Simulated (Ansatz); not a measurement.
# ClFGeH7NSi2: taking an electron away

The task here is to estimate one member of a computed series from the others.

Method: unrestricted cation, the program's frozen cores in correlated methods; program: Ansatz 0.2.0, Gaussian basis.

Levels to be run: UKS PBE-D4/def2-TZVPP; UKS r2SCAN-D4/def2-TZVPP; UKS PBE0-D4/def2-TZVPP; UKS B3LYP-D4/def2-TZVPP; UKS wB97X-V/def2-TZVPP; UKS wB97M-V/def2-TZVPP; UKS B2PLYP/def2-TZVPP; UHF-CCSD(T)/def2-TZVPP; UHF-MP2/def2-QZVPP; extrapolation to the limit; then −ε(HOMO) from the neutral's earlier runs with LDA (SPW92), PBE-D4, revPBE-D4, BLYP-D4, r2SCAN-D4, B97M-V, PBE0-D4, B3LYP-D4, r2SCANh-D4, r2SCAN0-D4, HSE06-D4, BHLYP-D4, CAM-B3LYP-D4, LC-ωPBE, ωB97X-V, ωB97M-V.

### The relaxed structure

An earlier PBE0-D4 in a triple-zeta def2 set relaxation fixed the geometry.

SMILES `[F][GeH]([Cl])[N]([SiH3])[SiH3]`, 13 atoms, charge 0, spin multiplicity 1.

Atoms are counted from 1 here; the program's logs count them from 0.

Bond lengths: F1–Ge2 1.730 Å, Ge2–Cl3 2.135 Å, Ge2–N4 1.810 Å, Ge2–H7 1.525 Å, N4–Si5 1.747 Å, N4–Si6 1.739 Å, Si5–H8 1.488 Å, Si5–H9 1.483 Å, Si5–H10 1.483 Å, Si6–H11 1.485 Å, Si6–H12 1.485 Å, Si6–H13 1.489 Å. Angles: F1–Ge2–Cl3 106.0°, F1–Ge2–N4 104.1°, F1–Ge2–H7 109.4°, Cl3–Ge2–N4 111.4°, Cl3–Ge2–H7 109.4°, N4–Ge2–H7 115.9°, Ge2–N4–Si5 120.5°, Ge2–N4–Si6 119.1°, Si5–N4–Si6 120.2°, N4–Si5–H8 105.3°, N4–Si5–H9 111.6°, N4–Si5–H10 111.4°, H8–Si5–H9 109.3°, H8–Si5–H10 109.6°, H9–Si5–H10 109.5°, N4–Si6–H11 110.6°, N4–Si6–H12 111.9°, N4–Si6–H13 106.7° and more.

Set-up of the first run:

in.yaml reads:

```yaml
crystal:
  periodic: [false, false, false]
  atoms:
    - {symbol: F, position_ang: [2.063480, 0.671243, 1.707920]}
    - {symbol: Ge, position_ang: [1.488615, 0.936637, 0.098314]}
    - {symbol: Cl, position_ang: [0.971994, 3.005379, -0.008787]}
    - {symbol: N, position_ang: [0.022747, -0.117564, -0.026789]}
    - {symbol: Si, position_ang: [-0.697722, -0.805993, 1.407965]}
    - {symbol: Si, position_ang: [-0.758572, -0.298383, -1.569991]}
    - {symbol: H, position_ang: [2.608270, 0.641093, -0.893597]}
    - {symbol: H, position_ang: [-1.965256, -1.435388, 0.948921]}
    - {symbol: H, position_ang: [0.174162, -1.841920, 2.012868]}
    - {symbol: H, position_ang: [-0.997322, 0.238688, 2.417127]}
    - {symbol: H, position_ang: [-0.939188, -1.735040, -1.899242]}
    - {symbol: H, position_ang: [-2.083977, 0.369822, -1.600959]}
    - {symbol: H, position_ang: [0.133268, 0.336527, -2.579050]}
basis:
  gaussian: {orbitals: def2-TZVPP}
total_charge: 1
magnetization: {spin_polarized: true, initial_magnetization: 1}
hamiltonian: {xc: pbe, dispersion: d4}
```

Command:

```
ansatz run in.yaml --threads 2 --pin off --events-out ev --progress --plain --max-ram 32768MiB --backend cuda --devices 0, --max-vram 18GiB
```

Steps of the session up to this table: Cation, UKS PBE-D4/def2-TZVPP; Cation, UKS r2SCAN-D4/def2-TZVPP; Cation, UKS PBE0-D4/def2-TZVPP; Cation, UKS B3LYP-D4/def2-TZVPP; Cation, UKS wB97X-V/def2-TZVPP; Cation, UKS wB97M-V/def2-TZVPP; Cation, UKS B2PLYP (frozen core)/def2-TZVPP; Cation, UHF-CCSD(T)/def2-TZVPP; Cation, UHF-MP2/def2-QZVPP.

One of the session's tables, all rows but one given; the rest of the session is left out.

Orbital estimates, from the neutral's runs:

```
  functional  −ε(HOMO) (eV)
 LDA (SPW92)           6.86
      PBE-D4           6.77
   revPBE-D4              ?
     BLYP-D4           6.65
   r2SCAN-D4           7.09
      B97M-V           7.25
     PBE0-D4           8.09
    B3LYP-D4           7.87
  r2SCANh-D4           7.58
  r2SCAN0-D4           8.31
    HSE06-D4           7.70
    BHLYP-D4           9.33
CAM-B3LYP-D4           9.43
     LC-ωPBE          10.79
     ωB97X-V          10.45
     ωB97M-V          10.33
```

**Question.** Estimate the row for revPBE-D4.

The run gave: −ε(HOMO) (eV): 6.74. In the column «−ε(HOMO) (eV)» it lies between BLYP-D4 (6.65) and PBE-D4 (6.77).
